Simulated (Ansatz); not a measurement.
# Cs2LiIrC6N6: the cost of one run

Method: DFT PBEsol, plane waves, PAW, scalar-relativistic, no spin polarisation, in Ansatz 0.2.0.

### Step 1. Starting point

The cell holds 16 atoms (C6Cs2IrLiN6): a = 7.756 Å, b = 7.756 Å, c = 7.756 Å, α = 60.00°, β = 60.00°, γ = 60.00°.

Structure file:

```
CELL_PARAMETERS angstrom
0.00000 5.48414 5.48414
5.48414 0.00000 5.48414
5.48414 5.48414 0.00000
ATOMIC_POSITIONS crystal
Cs 0.75000 0.75000 0.75000
Cs 0.25000 0.25000 0.25000
Li 0.50000 0.50000 0.50000
Ir 0.00000 0.00000 0.00000
C 0.81385 0.18615 0.18615
C 0.81385 0.18615 0.81385
C 0.81385 0.81385 0.18615
C 0.18615 0.81385 0.81385
C 0.18615 0.18615 0.81385
C 0.18615 0.81385 0.18615
N 0.29430 0.70570 0.70570
N 0.29430 0.29430 0.70570
N 0.70570 0.70570 0.29430
N 0.70570 0.29430 0.70570
N 0.70570 0.29430 0.29430
N 0.29430 0.70570 0.29430
```

### Step 2. Run 1

120 steps of 1 fs under a Langevin thermostat at 500 K.

The input, input.yaml:

```yaml
crystal:
  lattice:
    - [0.0, 5.484135, 5.484135]
    - [5.484135, 0.0, 5.484135]
    - [5.484135, 5.484135, 0.0]
  atoms:
    - { symbol: Cs, position: [0.75, 0.75, 0.75] }
    - { symbol: Cs, position: [0.25, 0.25, 0.25] }
    - { symbol: Li, position: [0.5, 0.5, 0.5] }
    - { symbol: Ir, position: [0.0, 0.0, 0.0] }
    - { symbol: C, position: [0.813847, 0.186153, 0.186153] }
    - { symbol: C, position: [0.813847, 0.186153, 0.813847] }
    - { symbol: C, position: [0.813847, 0.813847, 0.186153] }
    - { symbol: C, position: [0.186153, 0.813847, 0.813847] }
    - { symbol: C, position: [0.186153, 0.186153, 0.813847] }
    - { symbol: C, position: [0.186153, 0.813847, 0.186153] }
    - { symbol: "N", position: [0.294298, 0.705702, 0.705702] }
    - { symbol: "N", position: [0.294298, 0.294298, 0.705702] }
    - { symbol: "N", position: [0.705702, 0.705702, 0.294298] }
    - { symbol: "N", position: [0.705702, 0.294298, 0.705702] }
    - { symbol: "N", position: [0.705702, 0.294298, 0.294298] }
    - { symbol: "N", position: [0.294298, 0.705702, 0.294298] }
basis:
  ecutwfc: 420.0
kpoints:
  mp_grid: { grid: [2, 2, 2] }
hamiltonian:
  xc: pbesol
scf:
  occupations: { method: fermi_dirac, width: 0.05 }
  lower_state_search: "off"
md:
  timestep: 1
  n_steps: 120
  ensemble: nvt_langevin
  temperature: 500.0
  initial_velocities: maxwell_boltzmann
  seed: 368212
  friction: 0.02
```

On the command line:

```console
> ansatz run input.yaml --threads 1 --pin off --max-ram 3072MiB --backend cpu --events-out ev --progress --plain --runs-dir out
```

Q: Estimate wall time and peak memory on 1 thread of Arm Neoverse V2, shared host.

About 13 min, with a peak of 0.71 GiB.
